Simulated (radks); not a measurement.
# Fractional charge and spin in the 2s shell of aluminium

Aim: the energy as the spin-up occupation of 2s runs from 0 to 1 and the spin-down one from 0 to 1, against the two flat planes that join the four corners. Added charge counts from the emptiest corner (up 0, down 0).

The numbers are computed with radks (a radial shooting solver on a logarithmic mesh, Libxc functionals) version 1 (scalar-relativistic Kohn-Sham, PBE, spin-polarised, spherical densities, point nucleus), except any that are marked as measured or tabulated.

## 1. The system

- element: aluminium (Z = 13)
- configuration: [He] 2p6 2s(up 1, down 1)

In the logs a row gives level, spin channel, occupation and eigenvalue; Etot, Ekin, Encl (electron-nucleus), Eh (Hartree) and Exc are energies, all in hartree; err is the last residual, it the number of iterations.

A shell typed twice in an input gives spin up, then spin down.

## 2. 2s: up 1, down 1

The run's settings:

```text
Z 13
configuration [He] 2p6 2s1 2s1
relativity scalar-relativistic
functional pbe,pbe
spin polarised
nucleus point
c 137.035999084
```

The program printed:

```text
1s      1   1.0000         -56.84246829
2p      1   3.0000          -3.82696372
2s      1   1.0000          -5.24203314
1s      2   1.0000         -56.84246829
2p      2   3.0000          -3.82696372
2s      2   1.0000          -5.24203314
Etot -240.72121648698223
Ekin 241.2080156949379
Encl -562.9431551128587
Eh 98.73139646214749
Exc -17.717473531208924
err 2.0630967455452954e-10
it 14
```

The top filled level is 2p, -104.14 eV.

Sizes of the orbitals, from the radial functions (bohr):

| level | occupation | energy (eV) | <r> | outermost maximum (interpolated) | 90 % within | nodes |
| --- | --- | --- | --- | --- | --- | --- |
| 1s | 2 | -1546.8 | 0.1202 | 0.0783 | 0.215 | 0 |
| 2s | 2 | -142.64 | 0.6230 | 0.496 | 0.984 | 1 |
| 2p | 6 | -104.14 | 0.5974 | 0.427 | 1.01 | 0 |

Radial density 4πr²ρ:

| r (bohr) | 4πr²ρ (e/bohr) |
| --- | --- |
| 0.00471 | 0.3544 |
| 0.00638 | 0.6215 |
| 0.00864 | 1.073 |
| 0.0117 | 1.815 |
| 0.0159 | 2.984 |
| 0.0215 | 4.722 |
| 0.0289 | 7.027 |
| 0.0392 | 9.877 |
| 0.0531 | 12.67 |
| 0.0720 | 14.41 |
| 0.0976 | 14.09 |
| 0.132 | 11.72 |
| 0.179 | 9.116 |
| 0.241 | 8.758 |
| 0.327 | 10.92 |
| 0.443 | 12.60 |
| 0.600 | 10.76 |
| 0.813 | 6.185 |
| 1.10 | 2.206 |
| 1.49 | 0.4364 |
| 2.01 | 0.04298 |

## 3. 2s: up 1, down 0.75

The run's settings:

```text
Z 13
configuration [He] 2p6 2s1 2s0.75
relativity scalar-relativistic
functional pbe,pbe
spin polarised
nucleus point
c 137.035999084
```

The program printed:

```text
1s      1   1.0000         -57.21856998
2p      1   3.0000          -4.13894003
2s      1   1.0000          -5.55112521
1s      2   1.0000         -57.20465152
2p      2   3.0000          -4.11427233
2s      2   0.7500          -5.52365767
Etot -239.37564368222212
Ekin 239.8681535722857
Encl -557.366381572297
Eh 95.5515981549992
Exc -17.42901383721003
err 1.9438112459408474e-09
it 14
```

E − E(step 2, 2s: up 1, down 1) = +36.615 eV. The top filled level is 2p down, -111.96 eV.

## 4. 2s: up 1, down 0.5

The run's settings:

```text
Z 13
configuration [He] 2p6 2s1 2s0.5
relativity scalar-relativistic
functional pbe,pbe
spin polarised
nucleus point
c 137.035999084
```

The program printed:

```text
1s      1   1.0000         -57.60239660
2p      1   3.0000          -4.45644819
2s      1   1.0000          -5.86501141
1s      2   1.0000         -57.57410732
2p      2   3.0000          -4.40555611
2s      2   0.5000          -5.80833976
Etot -237.9592748027295
Ekin 238.4576177666752
Encl -551.6680917475832
Eh 92.39211462134206
Exc -17.140915443163564
err 2.0146525935846658e-09
it 14
```

E − E(step 2, 2s: up 1, down 1) = +75.156 eV. 2p down is the highest filled level (-119.88 eV).

## 5. 2s: up 1, down 0.25

The run's settings:

```text
Z 13
configuration [He] 2p6 2s1 2s0.25
relativity scalar-relativistic
functional pbe,pbe
spin polarised
nucleus point
c 137.035999084
```

The program printed:

```text
1s      1   1.0000         -57.99378255
2p      1   3.0000          -4.77935248
2s      1   1.0000          -6.18357291
1s      2   1.0000         -57.95063972
2p      2   3.0000          -4.70049348
2s      2   0.2500          -6.09572815
Etot -236.47138820932597
Ekin 236.97568757686355
Encl -545.8498668650047
Eh 89.2566711183459
Exc -16.853880039530683
err 2.0669259871018736e-09
it 14
```

Energy against step 2 (2s: up 1, down 1): +115.644 eV. 2p down is the highest filled level (-127.91 eV).

## 6. 2s: up 1, down 0

The run's settings:

```text
Z 13
configuration [He] 2p6 2s1 2s0
relativity scalar-relativistic
functional pbe,pbe
spin polarised
nucleus point
c 137.035999084
```

The program printed:

```text
1s      1   1.0000         -58.39256764
2p      1   3.0000          -5.10752445
2s      1   1.0000          -6.50669664
1s      2   1.0000         -58.33405577
2p      2   3.0000          -4.99872786
2s      2   0.0000          -6.38543009
Etot -234.91135492639685
Ekin 235.42173684821438
Encl -539.913246978999
Eh 86.1488261412246
Exc -16.568670936836817
err 1.96934427074712e-09
it 14
```

E − E(step 2, 2s: up 1, down 1) = +158.094 eV. 2p down is the highest filled level (-136.02 eV).

## 7. 2s: up 0.75, down 0.75

The run's settings:

```text
Z 13
configuration [He] 2p6 2s0.75 2s0.75
relativity scalar-relativistic
functional pbe,pbe
spin polarised
nucleus point
c 137.035999084
```

The program printed:

```text
1s      1   1.0000         -57.58883892
2p      1   3.0000          -4.43180891
2s      1   0.7500          -5.83755122
1s      2   1.0000         -57.58883892
2p      2   3.0000          -4.43180891
2s      2   0.7500          -5.83755122
Etot -237.9521951571107
Ekin 238.4500229723508
Encl -551.6583522787621
Eh 92.38943453988244
Exc -17.133300390581848
err 1.6214819810640889e-10
it 14
```

E − E(step 2, 2s: up 1, down 1) = +75.349 eV. Highest occupied level: 2p at -120.60 eV.

## 8. 2s: up 0.75, down 0.5

The run's settings:

```text
Z 13
configuration [He] 2p6 2s0.75 2s0.5
relativity scalar-relativistic
functional pbe,pbe
spin polarised
nucleus point
c 137.035999084
```

The program printed:

```text
1s      1   1.0000         -57.98063176
2p      1   3.0000          -4.75476804
2s      1   0.7500          -6.15613610
1s      2   1.0000         -57.96625347
2p      2   3.0000          -4.72853635
2s      2   0.5000          -6.12691706
Etot -236.4567647164475
Ekin 236.96001221644326
Encl -545.8297393944024
Eh 89.25112319375816
Exc -16.83816073224653
err 1.5785014026577238e-09
it 14
```

Energy against step 2 (2s: up 1, down 1): +116.042 eV. The top filled level is 2p down, -128.67 eV.

## 9. 2s: up 0.75, down 0.25

The run's settings:

```text
Z 13
configuration [He] 2p6 2s0.75 2s0.25
relativity scalar-relativistic
functional pbe,pbe
spin polarised
nucleus point
c 137.035999084
```

The program printed:

```text
1s      1   1.0000         -58.37987515
2p      1   3.0000          -5.08302374
2s      1   0.7500          -6.47930241
1s      2   1.0000         -58.35062837
2p      2   3.0000          -5.02880831
2s      2   0.2500          -6.41887806
Etot -234.88865926494836
Ekin 235.39742887343996
Encl -539.8820134507444
Eh 86.14021532787109
Exc -16.544290015515024
err 1.5993593489265302e-09
it 14
```

Energy against step 2 (2s: up 1, down 1): +158.712 eV. Highest occupied level: 2p down at -136.84 eV.

## 10. 2s: up 0.75, down 0

The run's settings:

```text
Z 13
configuration [He] 2p6 2s0.75 2s0
relativity scalar-relativistic
functional pbe,pbe
spin polarised
nucleus point
c 137.035999084
```

The program printed:

```text
1s      1   1.0000         -58.78641789
2p      1   3.0000          -5.41645613
2s      1   0.7500          -6.80694500
1s      2   1.0000         -58.74177957
2p      2   3.0000          -5.33227333
2s      2   0.0000          -6.71304527
Etot -233.24727706353343
Ekin 233.7616733808881
Encl -533.8166210397634
Eh 83.06011821639567
Exc -16.252447621053825
err 1.502611188236201e-09
it 14
```

Energy against step 2 (2s: up 1, down 1): +203.376 eV. The top filled level is 2p down, -145.10 eV.

## 11. 2s: up 0.5, down 0.5

The run's settings:

```text
Z 13
configuration [He] 2p6 2s0.5 2s0.5
relativity scalar-relativistic
functional pbe,pbe
spin polarised
nucleus point
c 137.035999084
```

The program printed:

```text
1s      1   1.0000         -58.36589649
2p      1   3.0000          -5.05683911
2s      1   0.5000          -6.45009158
1s      2   1.0000         -58.36589649
2p      2   3.0000          -5.05683911
2s      2   0.5000          -6.45009158
Etot -234.88111144916385
Ekin 235.38934411704668
Encl -539.8716272484927
Eh 86.13735305613915
Exc -16.536181373856987
err 1.211962721508711e-10
it 14
```

E − E(step 2, 2s: up 1, down 1) = +158.917 eV. Highest occupied level: 2p at -137.60 eV.

## 12. 2s: up 0.5, down 0.25

The run's settings:

```text
Z 13
configuration [He] 2p6 2s0.5 2s0.25
relativity scalar-relativistic
functional pbe,pbe
spin polarised
nucleus point
c 137.035999084
```

The program printed:

```text
1s      1   1.0000         -58.77289059
2p      1   3.0000          -5.39034654
2s      1   0.5000          -6.77776075
1s      2   1.0000         -58.75801461
2p      2   3.0000          -5.36235380
2s      2   0.2500          -6.74653866
Etot -233.23164842178528
Ekin 233.74494702442638
Encl -533.7951312160917
Eh 83.05420352049921
Exc -16.23566775061917
err 9.739069170620035e-10
it 14
```

Energy against step 2 (2s: up 1, down 1): +203.802 eV. 2p down is the highest filled level (-145.92 eV).

## 13. 2s: up 0.5, down 0

The run's settings:

```text
Z 13
configuration [He] 2p6 2s0.5 2s0
relativity scalar-relativistic
functional pbe,pbe
spin polarised
nucleus point
c 137.035999084
```

The program printed:

```text
1s      1   1.0000         -59.18709236
2p      1   3.0000          -5.72894595
2s      1   0.5000          -7.10982590
1s      2   1.0000         -59.15680971
2p      2   3.0000          -5.67096497
2s      2   0.0000          -7.04509153
Etot -231.50779932990403
Ekin 232.02624597213398
Encl -527.6016173080827
Eh 80.00494870073638
Exc -15.937376694691702
err 9.798056082387154e-10
it 14
```

E − E(step 2, 2s: up 1, down 1) = +250.710 eV. Highest occupied level: 2p down at -154.31 eV.

## 14. 2s: up 0.25, down 0.25

The run's settings:

```text
Z 13
configuration [He] 2p6 2s0.25 2s0.25
relativity scalar-relativistic
functional pbe,pbe
spin polarised
nucleus point
c 137.035999084
```

The program printed:

```text
1s      1   1.0000         -59.17266053
2p      1   3.0000          -5.70101876
2s      1   0.2500          -7.07861326
1s      2   1.0000         -59.17266053
2p      2   3.0000          -5.70101876
2s      2   0.2500          -7.07861326
Etot -231.499713972654
Ekin 232.01759965551614
Encl -527.590514506797
Eh 80.00190129647737
Exc -15.928700417850507
err 8.501918569756505e-11
it 14
```

Energy against step 2 (2s: up 1, down 1): +250.930 eV. The top filled level is 2p, -155.13 eV.

## 15. 2s: up 0.25, down 0

The run's settings:

```text
Z 13
configuration [He] 2p6 2s0.25 2s0
relativity scalar-relativistic
functional pbe,pbe
spin polarised
nucleus point
c 137.035999084
```

The program printed:

```text
1s      1   1.0000         -59.59442943
2p      1   3.0000          -6.04469638
2s      1   0.2500          -7.41500835
1s      2   1.0000         -59.57901509
2p      2   3.0000          -6.01469697
2s      2   0.0000          -7.38147671
Etot -229.69230358856416
Ekin 230.21483467844502
Encl -521.2694593102469
Eh 76.98646460217273
Exc -15.624143558934982
err 3.209789195937497e-10
it 14
```

Energy against step 2 (2s: up 1, down 1): +300.112 eV. The top filled level is 2p down, -163.67 eV.

## 16. 2s: up 0, down 0

The run's settings:

```text
Z 13
configuration [He] 2p6 2s0 2s0
relativity scalar-relativistic
functional pbe,pbe
spin polarised
nucleus point
c 137.035999084
```

The program printed:

```text
1s      1   1.0000         -60.00826492
2p      1   3.0000          -6.36336715
2s      1   0.0000          -7.72211119
1s      2   1.0000         -60.00826492
2p      2   3.0000          -6.36336715
2s      2   0.0000          -7.72211119
Etot -227.80026035764394
Ekin 228.32690883703043
Encl -514.8213818097415
Eh 74.0077163010476
Exc -15.313503685980447
err 5.6164401820821523e-11
it 14
```

E − E(step 2, 2s: up 1, down 1) = +351.597 eV. The top filled level is 2p, -173.16 eV.

## 17. Results

| down \ up | 0 | 0.25 | 0.5 | 0.75 | 1 |
| --- | --- | --- | --- | --- | --- |
| 0 | 0.000 | -3.109 | -4.136 | -3.094 | 0.000 |
| 0.25 | -3.109 | -3.916 | -2.669 | 0.618 | -2.927 |
| 0.5 | -4.136 | -2.669 | 0.823 | -2.529 | -3.891 |
| 0.75 | -3.094 | 0.618 | -2.529 | -3.698 | -2.909 |
| 1 | 0.000 | -2.927 | -3.891 | -2.909 | 0.000 |

The table gives the energy in eV minus the planes, whose edge runs along up + down = one added electron; mirror points follow by spin symmetry. With half an added electron in each spin it lies 0.82 eV above the planes. With half an electron added in spin up alone it lies 4.14 eV below them. The planes are only a guide here: the condition holds for ground states with one frontier orbital, and this shell lies below others.
